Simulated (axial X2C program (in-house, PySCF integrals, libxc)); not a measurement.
# PtP⁺: from the state search to constants

What are the state, bond length, wavenumber and bond energy of PtP⁺, and what does spin–orbit coupling change?

Program: an in-house X2C program for linear molecules on PySCF integrals. Level of theory: all-electron X2C, Pt dyall-cv3z, P dyall-v3z. These are calculated values, not measurements.

### 1 Set-up

Input file task.json:

```json
{
 "zs": [
  78,
  15
 ],
 "q": 1,
 "bas": [
  "dyall-cv3z",
  "dyall-v3z"
 ],
 "levels": [
  "PBE0",
  "HF",
  "PBE50"
 ],
 "cc": true,
 "r0": 2.14,
 "thr": -2.0,
 "nmax": 90,
 "npts": 10,
 "nst": 2,
 "ntry": 6
}
```

Keys: zs atomic numbers; q charge; bas basis sets; levels methods (HF also brings MP2); cc coupled cluster on or off; r0 starting distance in Å; thr threshold in hartree for freezing inner shells (an s shell follows its p shell); nmax most natural virtual spinors; npts points asked for on the curve; nst determinants followed; ntry starts of the search.

The run is started by

```sh
$ python so2c.py task.json out
```

Spin-free means the one-electron spin-free X2C Hamiltonian; two-component (2c) means X2C with spin–orbit coupling and atomic mean-field two-electron Coulomb and Gaunt terms. Basis: Pt dyall-cv3z contracted to [13s14p9d6f4g], P dyall-v3z contracted to [8s7p2d1f]; Gaussian nuclei, density fitting. Masses: Pt 194.965 u, P 30.974 u.

Notation: σ, π±, δ± give the projection m of an orbital's angular momentum (0, ±1, ±2), α and β its spin, Λ and M_S the sums; ω is the projection of a spinor's total angular momentum and Ω the sum. Logs are in hartree.

The results follow Hamiltonian by Hamiltonian and level by level.

### 2 State search with PBE0

PBE0 moves the distance from 2.140 Å to 1.999 Å and compares determinants there.

Spin-free determinants:

```
ΔE (eV)           state                               open shells
   0.00  M_S = 0, Λ = 0                              closed shell
   0.62  M_S = 1, Λ = 1             beyond closed shells: σα, π+α
   0.72  M_S = 0, Λ = 1             beyond closed shells: σα, π+β
   1.58  M_S = 1, Λ = 3  beyond closed shells: π+α, δ+α, δ+β, δ-α
   1.58  M_S = 1, Λ = 1  beyond closed shells: π-α, δ+α, δ+β, δ-α
   1.62  M_S = 0, Λ = 3  beyond closed shells: π+β, δ+α, δ+β, δ-α
   1.66  M_S = 0, Λ = 1  beyond closed shells: π-β, δ+α, δ+β, δ-α
```

Two-component determinants:

```
ΔE (eV)  state                              open shells
   0.00  Ω = 0                             closed shell
   0.71  Ω = 1        excess of +ω over −ω: 2 × ω = 1/2
   0.88  Ω = 2   excess of +ω over −ω: ω = 1/2, ω = 3/2
   0.96  Ω = 1  excess of +ω over −ω: ω = -1/2, ω = 3/2
   1.10  Ω = 2  excess of +ω over −ω: ω = -1/2, ω = 5/2
   1.13  Ω = 3   excess of +ω over −ω: ω = 1/2, ω = 5/2
   1.32  Ω = 4   excess of +ω over −ω: ω = 3/2, ω = 5/2
```

### 3 PBE0, spin-free

State followed: M_S = 0, Λ = 0 (closed shell). The scan is laid around 1.999 Å, a first estimate of the minimum, and this SCF restarts from the orbitals of the search.

The SCF at the reference distance of 1.999 Å:

```text
spin-free X2C-1e  PBE0
basis functions 224  fitting functions 1151  grid points 5076
iter        total energy     max residual
   1     -18757.603365996     8.32e-05
   2     -18757.603366024     2.80e-05
   3     -18757.603366027     1.12e-05
converged
one-electron -26316.01858429  Coulomb 7632.76659133  exact exchange -94.51267086  xc functional -289.56223236  nuclear repulsion 309.72353015
```

Along the bond, energies from the lowest point:

```
R (Å)  E (eV)  μ (D)  HOMO (eV)  LUMO (eV)  iterations
1.879  0.2170   2.67     -13.50     -10.29          37
1.939  0.0258   2.82     -13.46     -10.39          36
1.999  0.0000   2.96     -13.42     -10.49           3
2.069  0.1252   3.14     -13.37     -10.60          40
2.139  0.3682   3.32     -13.32     -10.70          37
2.229  0.7934   3.55     -13.26     -10.81          42
```

Dipoles are positive if P is the positive end and refer to the centre of mass.

Outer orbitals at the reference distance:

```tsv
symmetry	occupied	ε (eV)	atomic character
σα	yes	-24.17	60% P s, 18% Pt d, 10% Pt p
σα	yes	-17.09	47% Pt d, 36% P p, 12% P s
π-α	yes	-16.43	72% Pt d, 22% P p, 2% P d
π+α	yes	-16.43	72% Pt d, 22% P p, 2% P d
δ+α	yes	-14.58	99% Pt d
δ-α	yes	-14.58	99% Pt d
σα	yes	-13.42	36% Pt s, 33% P p, 28% Pt d
π-α	no	-10.49	57% P p, 26% Pt d, 9% Pt p
π+α	no	-10.49	57% P p, 26% Pt d, 9% Pt p
σα	no	-7.95	42% Pt p, 32% Pt s, 15% P p
π+α	no	-4.65	78% Pt p, 13% P d, 5% P p
```

PBE0 fields in the half plane through the axis: z from -2.4 to 4.2 Å across, distance from the axis 0.15 to 2.25 Å upwards; Pt lies at z = 0 and P at z = 1.999 Å; the ELF is damped to zero where the density is low.

log10 density (e/bohr³). Ten even steps from ' ' (-5.11 ) to '@' (1.86 ):
```
    ....::::::::------::::::::::::::......    
  ....::::----------------------::::::::....  
  ..::::----================----------::::....
....::----======++++================------::..
....::--====++++++++++++++++++++++======--::::
..::::--==++**********++++++++++++++++==----::
..::--====++**######**************++++====--::
..::--==++**##%%@@%%##******%%%%****++++==--::
```

ELF. Ten even steps from '0' (0.00 ) to '9' (0.99 ):
```
00000001110000000000000
00000012222110000000000
00000112333332112222000
00000123433454445676410
00000124443576668999840
00000135653477448999972
00001255454472111999984
00001474346460882799995
```

Re = 1.979 Å, ωe = 621 cm⁻¹, ωexe = 1.61 cm⁻¹, Be = 0.161 cm⁻¹, De = 4.59 eV, μ = 2.92 D.

### 4 HF, spin-free

The SCF at the reference distance of 1.999 Å:

```text
spin-free X2C-1e  HF
basis functions 224  fitting functions 1151  grid points 5076
iter        total energy     max residual
   1     -18751.579146243     1.10e+00
   2     -18751.624149227     1.64e-02
   3     -18751.624417621     1.74e-01
   4     -18751.629209055     3.49e-02
   5     -18751.629539281     3.04e-03
   6     -18751.629678202     9.33e-03
   7     -18751.629690314     1.25e-03
   8     -18751.629691700     2.94e-04
   9     -18751.629691805     1.67e-04
  10     -18751.629691832     1.14e-05
  11     -18751.629691837     3.05e-05
  12     -18751.629691837     6.72e-06
  13     -18751.629691837     2.30e-07
converged
one-electron -26319.67482074  Coulomb 7636.62786695  exact exchange -378.30626820  xc functional 0.00000000  nuclear repulsion 309.72353015
```

Re = 1.973 Å, ωe = 631 cm⁻¹, ωexe = 1.68 cm⁻¹, Be = 0.162 cm⁻¹, De = 0.147 eV, μ = 2.24 D.

### 5 PBE50, spin-free

Output at 1.999 Å:

```text
spin-free X2C-1e  PBE50
basis functions 224  fitting functions 1151  grid points 5076
iter        total energy     max residual
   1     -18757.353953888     3.67e-01
   2     -18757.358701214     1.32e-02
   3     -18757.360203547     6.58e-02
   4     -18757.360456906     8.44e-03
   5     -18757.360578199     1.25e-02
   6     -18757.360591372     1.72e-03
   7     -18757.360592323     5.36e-04
   8     -18757.360592416     2.61e-04
   9     -18757.360592436     4.54e-05
  10     -18757.360592437     1.66e-05
converged
one-electron -26318.32361075  Coulomb 7635.15696179  exact exchange -189.08278963  xc functional -194.83468400  nuclear repulsion 309.72353015
```

Re = 1.963 Å, ωe = 643 cm⁻¹, ωexe = 1.59 cm⁻¹, Be = 0.1637 cm⁻¹, De = 3.55 eV, μ = 2.60 D.

### 6 MP2, spin-free

Correlated methods: 14 electrons correlated (frozen shells, counted by type: Pt 5 s, 4 p, 2 d, 1 f; P 2 s, 1 p), 260 virtual spinors in MP2.

Output of the correlated part at 1.999 Å:

```text
correlated 14  virtual 260  natural virtual 90  E(MP2) -0.536689306  MP2 remainder -0.035443144
iter   CCSD correlation   residual
   1     -0.425405388   3.22e-01
   2     -0.454389277   1.79e-01
   3     -0.460441205   4.47e-02
   4     -0.461656307   2.34e-02
   5     -0.462079911   9.05e-03
   6     -0.462214932   3.23e-03
   7     -0.462192122   1.08e-03
   8     -0.462199123   3.18e-04
   9     -0.462208361   1.13e-04
  10     -0.462204835   4.13e-05
  11     -0.462206497   1.56e-05
  12     -0.462206028   5.68e-06
  13     -0.462206020   1.85e-06
(T) -0.031177983  T1 0.0516  D1 0.1093  max T2 0.089
```

T1 in the output is the amplitude norm over the root of the electron number; divide by √2 for the Lee–Taylor value.

Coupled cluster ran at too few distances for a curve.

MP2: Re = 1.988 Å, ωe = 619 cm⁻¹, Be = 0.1596 cm⁻¹, De = 5.35 eV.

### 7 A higher determinant, spin-free

State: M_S = 1, Λ = 1 (beyond closed shells: σα, π+α).

Output at the reference distance:

```text
spin-free X2C-1e  PBE0
basis functions 224  fitting functions 1151  grid points 5076
iter        total energy     max residual
   1     -18757.580505853     3.45e-05
   2     -18757.580505887     2.58e-05
   3     -18757.580505894     1.63e-05
converged
one-electron -26316.59954879  Coulomb 7633.44034614  exact exchange -94.53794440  xc functional -289.60688900  nuclear repulsion 309.72353015
```

```
R (Å)  E above the lowest PBE0 point (eV)
1.879                               1.142
1.939                               0.801
1.999                               0.622
2.069                               0.568
2.139                               0.635
2.229                               0.841
```

Re = 2.061 Å, ωe = 509 cm⁻¹, ωexe = 1.67 cm⁻¹, Be = 0.1484 cm⁻¹, μ = 2.01 D. Te = 0.57 eV.

### 8 The spin-free curves together

Energy (eV) of the followed determinant, spin-free, from each level's lowest point:

```
R (Å)   PBE0     HF    MP2  PBE50
1.879  0.217  0.188  0.262  0.152
1.939  0.026  0.011  0.046  0.000
1.999  0.000  0.000  0.000  0.012
2.069  0.125  0.142  0.108  0.181
2.139  0.368  0.401  0.343  0.465
2.229  0.793  0.843  0.777  0.941
```

### 9 PBE0, 2c

State followed: Ω = 0 (closed shell). The scan is laid around 1.999 Å, a first estimate of the minimum, and this SCF restarts from the orbitals of the search.

Output at 1.999 Å:

```text
two-component X2C + atomic mean field  PBE0
basis functions 224  fitting functions 1151  grid points 5076
iter        total energy     max residual
   1     -18759.081132621     2.28e-05
   2     -18759.081132621     7.26e-06
converged
one-electron -26297.59638321  Coulomb 7629.78214129  exact exchange -94.49163234  xc functional -289.56023765  nuclear repulsion 309.72353015  atomic mean-field constant -16.93855087
```

Along the bond, energies from the lowest point:

```
R (Å)  E (eV)  μ (D)  HOMO (eV)  LUMO (eV)  iterations
1.879  0.2679   2.47     -13.55     -10.37          45
1.939  0.0521   2.57     -13.52     -10.45          46
1.999  0.0000   2.67     -13.48     -10.53           2
2.069  0.0926   2.79     -13.44     -10.60          51
2.139  0.3019   2.91     -13.39     -10.67          50
2.229  0.6831   3.07     -13.31     -10.74          57
```

Dipoles are positive if P is the positive end and refer to the centre of mass.

Outer spinors at the reference distance:

```csv
ω,occupied,ε (eV),atomic character,λ mixture
1/2,yes,-24.08,"59% P s, 19% Pt d, 10% Pt p",100% σ
1/2,yes,-17.46,"64% Pt d, 23% P p, 8% P s","64% σ, 36% π"
3/2,yes,-16.54,"79% Pt d, 16% P p, 2% P d","83% π, 17% δ"
1/2,yes,-16.38,"59% Pt d, 31% P p, 4% P s","62% π, 38% σ"
3/2,yes,-15.08,"90% Pt d, 8% P p","82% δ, 18% π"
5/2,yes,-14.20,99% Pt d,100% δ
1/2,yes,-13.48,"37% P p, 34% Pt s, 26% Pt d","94% σ, 6% π"
1/2,no,-10.53,"55% P p, 24% Pt d, 10% Pt p","94% π, 6% σ"
3/2,no,-10.27,"55% P p, 28% Pt d, 8% Pt p","99% π, 1% δ"
1/2,no,-7.99,"42% Pt p, 30% Pt s, 16% P p","98% σ, 2% π"
1/2,no,-4.91,"76% Pt p, 13% P d, 6% P p","98% π, 2% σ"
```

PBE0 fields in the half plane through the axis: z from -2.4 to 4.2 Å across, distance from the axis 0.15 to 2.25 Å upwards; Pt lies at z = 0 and P at z = 1.999 Å; the ELF is damped to zero where the density is low.

log10 density (e/bohr³). Ten even steps from '0' (-5.12 ) to '9' (1.86 ):
```
00112222333222222211100
01122333333333333222110
01223344444444333332211
11233444554444444433321
12234455555555555444322
12334566666555555554332
12344567776666666554432
12345678987666886655432
```

ELF. Ten even steps from ' ' (0.00 ) to '@' (0.99 ):
```
                ....                          
            ....::::......                    
            ..::----------::....::::::::      
          ..::--------==++======++**##**==..  
          ..::======--++********%%@@@@%%##==  
          ..--++**++--==####====%%@@@@@@@@##::
        ..::++++==++====##::......@@@@@@@@%%==
        ..==**==--==**==**  %%%%::##@@@@@@%%++
```

Re = 1.992 Å, ωe = 599 cm⁻¹, ωexe = 1.63 cm⁻¹, Be = 0.159 cm⁻¹, De = 4.35 eV, μ = 2.66 D.

### 10 HF, 2c

Output at 1.999 Å:

```text
two-component X2C + atomic mean field  HF
basis functions 224  fitting functions 1151  grid points 5076
iter        total energy     max residual
   1     -18752.995791980     1.10e+00
   2     -18753.041115227     1.80e-02
   3     -18753.041678395     1.59e-01
   4     -18753.046020131     3.51e-02
   5     -18753.046380536     4.09e-03
   6     -18753.046561712     1.10e-02
   7     -18753.046596844     2.26e-03
   8     -18753.046621055     3.03e-03
   9     -18753.046640540     4.63e-03
  10     -18753.046657850     3.16e-03
  11     -18753.046667028     6.69e-04
  12     -18753.046672478     1.05e-03
  13     -18753.046676322     1.54e-03
  14     -18753.046678889     9.51e-04
  15     -18753.046680125     1.05e-04
  16     -18753.046680673     3.43e-04
  17     -18753.046680929     3.31e-04
  18     -18753.046681019     1.12e-04
  19     -18753.046681033     9.84e-06
  20     -18753.046681035     1.39e-05
  21     -18753.046681035     6.14e-06
  22     -18753.046681035     3.35e-07
converged
one-electron -26301.08818522  Coulomb 7633.47566416  exact exchange -378.21913926  xc functional 0.00000000  nuclear repulsion 309.72353015  atomic mean-field constant -16.93855087
```

No constants are quoted: the solution changes its character somewhere along the scan, so the fit is set aside.

### 11 PBE50, 2c

Output at 1.999 Å:

```text
two-component X2C + atomic mean field  PBE50
basis functions 224  fitting functions 1151  grid points 5076
iter        total energy     max residual
   1     -18758.810378167     3.66e-01
   2     -18758.815283967     9.47e-03
   3     -18758.816668325     6.34e-02
   4     -18758.816895891     1.02e-02
   5     -18758.817026871     1.22e-02
   6     -18758.817041907     1.01e-03
   7     -18758.817045601     1.55e-03
   8     -18758.817047799     1.66e-04
   9     -18758.817048625     1.68e-04
  10     -18758.817048996     1.25e-04
  11     -18758.817049048     4.74e-05
  12     -18758.817049056     1.95e-05
converged
one-electron -26299.84509131  Coulomb 7632.11508584  exact exchange -189.04024916  xc functional -194.83177372  nuclear repulsion 309.72353015  atomic mean-field constant -16.93855087
```

Re = 1.974 Å, ωe = 625 cm⁻¹, ωexe = 1.7 cm⁻¹, Be = 0.1619 cm⁻¹, De = 3.31 eV, μ = 2.33 D.

### 12 MP2, 2c

Correlated methods: 14 electrons correlated (frozen shells, counted by type: Pt 5 s, 4 p, 2 d, 1 f; P 2 s, 1 p), 262 virtual spinors in MP2.

Output of the correlated part at 1.999 Å:

```text
correlated 14  virtual 262  natural virtual 90  E(MP2) -0.532774300  MP2 remainder -0.035733817
iter   CCSD correlation   residual
   1     -0.424203621   3.14e-01
   2     -0.452088288   1.71e-01
   3     -0.458122353   4.51e-02
   4     -0.459306770   2.53e-02
   5     -0.459794555   1.20e-02
   6     -0.459994682   7.00e-03
   7     -0.460005095   4.94e-03
   8     -0.460091897   3.35e-03
   9     -0.460123537   1.86e-03
  10     -0.460128885   8.42e-04
  11     -0.460120651   4.12e-04
  12     -0.460120696   2.38e-04
  13     -0.460121189   1.44e-04
  14     -0.460122925   7.58e-05
  15     -0.460123791   3.16e-05
  16     -0.460123983   1.46e-05
  17     -0.460124019   7.23e-06
  18     -0.460124046   4.32e-06
  19     -0.460123995   2.73e-06
  20     -0.460124035   1.69e-06
  21     -0.460123995   1.27e-06
  22     -0.460123990   8.74e-07
(T) -0.030802294  T1 0.0584  D1 0.1328  max T2 0.071
```

Coupled cluster ran at too few distances for a curve.

MP2: No constants are quoted: the reference changes its character somewhere along the scan, so the fit is set aside.

### 13 A higher determinant, 2c

State: Ω = 1 (excess of +ω over −ω: 2 × ω = 1/2).

Output at the reference distance:

```text
two-component X2C + atomic mean field  PBE0
basis functions 224  fitting functions 1151  grid points 5076
iter        total energy     max residual
   1     -18759.055110716     7.23e-05
   2     -18759.055110740     4.71e-05
   3     -18759.055110756     5.02e-05
   4     -18759.055110764     4.95e-05
   5     -18759.055110765     4.56e-06
converged
one-electron -26297.97517946  Coulomb 7630.24926285  exact exchange -94.51489074  xc functional -289.59928270  nuclear repulsion 309.72353015  atomic mean-field constant -16.93855087
```

```
R (Å)  E above the lowest PBE0 point (eV)
1.879                               1.259
1.939                               0.903
1.999                               0.708
2.069                               0.636
2.139                               0.682
2.229                               0.860
```

No constants are quoted: too few points lie around the minimum for a second fit to confirm the first.

### 14 The 2c curves together

Energy (eV) of the followed determinant, 2c, from each level's lowest point:

```
R (Å)   PBE0  HF (jumps)  MP2 (its reference jumps)  PBE50
1.879  0.268       0.233                      0.303  0.188
1.939  0.052       0.034                      0.067  0.013
1.999  0.000       0.000                      0.000  0.000
2.069  0.093       0.113                      0.138  0.138
2.139  0.302       0.297                      0.877  0.391
2.229  0.683       0.533                      1.811  0.824
```

The whole job took 3.6 min on 1 thread of INTEL XEON PLATINUM 8581C at 2.30GHz (Emerald Rapids), shared host; peak memory 0.9 GiB.

### 15 Results

Lowest determinant that the search found at its distance, spin-free: M_S = 0, Λ = 0 (closed shell).

Lowest determinant that the search found at its distance, 2c: Ω = 0 (closed shell).

```
Hamiltonian  level  Re (Å)  ωe (cm⁻¹)  De (eV)  μ (D)
  spin-free   PBE0   1.979        621     4.59   2.92
  spin-free     HF   1.973        631    0.147   2.24
  spin-free    MP2   1.988        619     5.35    n/a
  spin-free  PBE50   1.963        643     3.55   2.60
         2c   PBE0   1.992        599     4.35   2.66
         2c  PBE50   1.974        625     3.31   2.33
```

Dipoles are positive if P is the positive end and refer to the centre of mass. No constants: 2c HF (the solution changes its character somewhere along the scan, so the fit is set aside); 2c MP2 (the reference changes its character somewhere along the scan, so the fit is set aside).

Time per point (s) on 1 thread of INTEL XEON PLATINUM 8581C at 2.30GHz (Emerald Rapids), shared host (2c runs); the times are rough: PBE0 1.9, PBE50 2.

**Reading.** At PBE0, going from spin-free to two-component changes Re by +12 mÅ, ωe by -3.5 %; at least one of these shifts is too large to ignore. It costs about 1.8 times the time. De moves by -0.24 eV; both De rest on single-determinant atoms, which can miss part of an open shell's spin–orbit lowering.

De refers to Pt+ + P, each in the lowest determinant found, which need not be this curve's own limit. The state is a single determinant with fixed occupations, the lowest that a limited PBE0 search found. The closed shell is kept restricted; where the fragments are open shells, the energy then runs too high at long range. De is counted from the lowest determinant-based energies of the atoms at the same level, without counterpoise correction.
